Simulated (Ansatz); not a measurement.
# HfSnTe4: the cost of one run

Computed with Ansatz 0.2.0 (DFT PBE, scalar-relativistic, plane waves, PAW, unless a step's input says otherwise).

1 further run of the same task is left out (set aside as unsound or not needed).

**1. The structure to begin with**

Symmetry: P-3m1, No. 164, trigonal system. The conventional cell has a = 4.064 Å, b = 4.064 Å, c = 14.470 Å, α = 90.00°, β = 90.00°, γ = 120.00°. Hf (site symmetry -3m) has 6 Te at 2.92 Å as nearest neighbours. Sn (site symmetry -3m) has 6 Te at 2.96 Å as nearest neighbours. Te (site symmetry 3m) is surrounded by 3 Sn at 2.96 Å. Te (site symmetry 3m) has 3 Hf at 2.92 Å as nearest neighbours.

As a file:

```xyz
6
Lattice="4.0635 0.0000 0.0000 -2.0318 3.5191 0.0000 0.0000 0.0000 14.4704" Properties=species:S:1:pos:R:3 pbc="T T T"
Hf    0.0000    0.0000    7.2352
Sn    0.0000    0.0000    0.0000
Te    0.0000    2.3461    1.8073
Te    0.0000    2.3461    8.9688
Te    2.0318    1.1730    5.5016
Te    2.0318    1.1730   12.6630
```

The cell was relaxed beforehand at this level, from a generated guess; it is a trial structure. At a tolerance of 0.05 Å it has space group P-3m1 (No. 164); it has 34.49 Å³/atom, an uncorrected energy of -0.45 eV/atom over the elements.

**2. Electronic structure at the relaxed geometry**

Contents of input.yaml:

```yaml
crystal:
  lattice:
    - [4.0635411163, 0.0, 0.0]
    - [-2.0317705582, 3.519129836, 0.0]
    - [0.0, 0.0, 14.4703774226]
  atoms:
    - { symbol: Hf, position: [0.0, 0.0, 0.5] }
    - { symbol: Sn, position: [0.0, 0.0, 0.0] }
    - { symbol: Te, position: [0.3333333333, 0.6666666667, 0.1248993419] }
    - { symbol: Te, position: [0.3333333333, 0.6666666667, 0.6198051662] }
    - { symbol: Te, position: [0.6666666667, 0.3333333333, 0.3801948338] }
    - { symbol: Te, position: [0.6666666667, 0.3333333333, 0.8751006581] }
basis:
  ecutwfc: 420
kpoints:
  mp_grid: { grid: [12, 12, 4] }
  band_path:
    path:
      - [[0.0, 0.0, 0.0], [0.5, 0.0, 0.0], [0.33333333, 0.33333333, 0.0], [0.0, 0.0, 0.0], [0.0, 0.0, 0.5], [0.5, 0.0, 0.5], [0.33333333, 0.33333333, 0.5], [0.0, 0.0, 0.5]]
      - [[0.5, 0.0, 0.5], [0.5, 0.0, 0.0]]
      - [[0.33333333, 0.33333333, 0.5], [0.33333333, 0.33333333, 0.0]]
    npoints: 14
hamiltonian:
  xc: pbe
scf:
  occupations: { method: gaussian, width: 0.1 }
  n_extra_bands: 15
output:
  forces: true
  stress: true
  eigenvalues: true
  populations: true
  dos: { projected: true, de: 0.02, nscf_kmesh: { grid: [15, 15, 5] } }
  bader: true
  write_density: true
  write_potential: true
  elf: true
  volumetric_format: npy
```

On the command line:

```bash
ansatz run input.yaml --threads 1 --pin off --max-ram 2560MiB --backend cpu --events-out ev --progress --plain --runs-dir out
```

Q: Estimate wall time and peak memory on 1 thread of Intel Xeon 6975P-C (Granite Rapids), shared host.

About 1.8 min, with a peak of 1.3 GiB.
